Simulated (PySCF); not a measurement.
# C2H12OSi4: the cost of one run

Programs: PySCF 2.14.0, with routines of our own; each step states its level. All values are computed. Atoms count from 0.

### Step 1. The starting structure

19 atoms, charge 0, multiplicity 1; geometry from: GFN2-xTB.

### Step 2. Magnetic properties: GIAO PBE/pcSseg-1

The job: settings as JSON, then the geometry in Å.

```
{"job": {"kind": "mag", "xc": "PBE", "basis": "pcSseg-1", "isotopologues": 2}, "charge": 0, "multiplicity": 1}
Si     2.754680    -0.897511    -0.083717
O      1.670421    -0.114304    -0.993782
Si     0.244014     0.601996    -1.318600
Si    -0.295812     2.414789     0.015076
C     -1.453037     1.045388     0.725439
C     -1.272989    -0.082564    -0.332393
Si    -1.199064    -1.816426     0.424315
H      2.572276    -0.503535     1.313777
H      2.534441    -2.328663    -0.278138
H      4.045838    -0.450767    -0.601897
H      0.182383     0.418118    -2.772258
H     -1.055311     3.522430    -0.585317
H      0.565669     3.030012     1.037440
H     -2.499848     1.318803     0.852409
H     -1.106502     0.712849     1.705272
H     -2.131006    -0.058017    -1.011870
H     -2.420631    -2.064814     1.201678
H     -0.049936    -1.915587     1.330605
H     -1.095391    -2.822946    -0.635502
```

Level: GIAO PBE/pcSseg-1 magnetisability, rotational g tensor and spin-rotation constants, non-relativistic, gas phase.

The run is started by

```
$ OMP_NUM_THREADS=1 python excited_run.py task.json out
```

This one command runs all jobs of the session in turn.

Q: Estimate the wall time and peak memory of this first job on 1 thread of Arm Neoverse V1, shared host.

About 56 s, with a peak of 0.78 GiB.
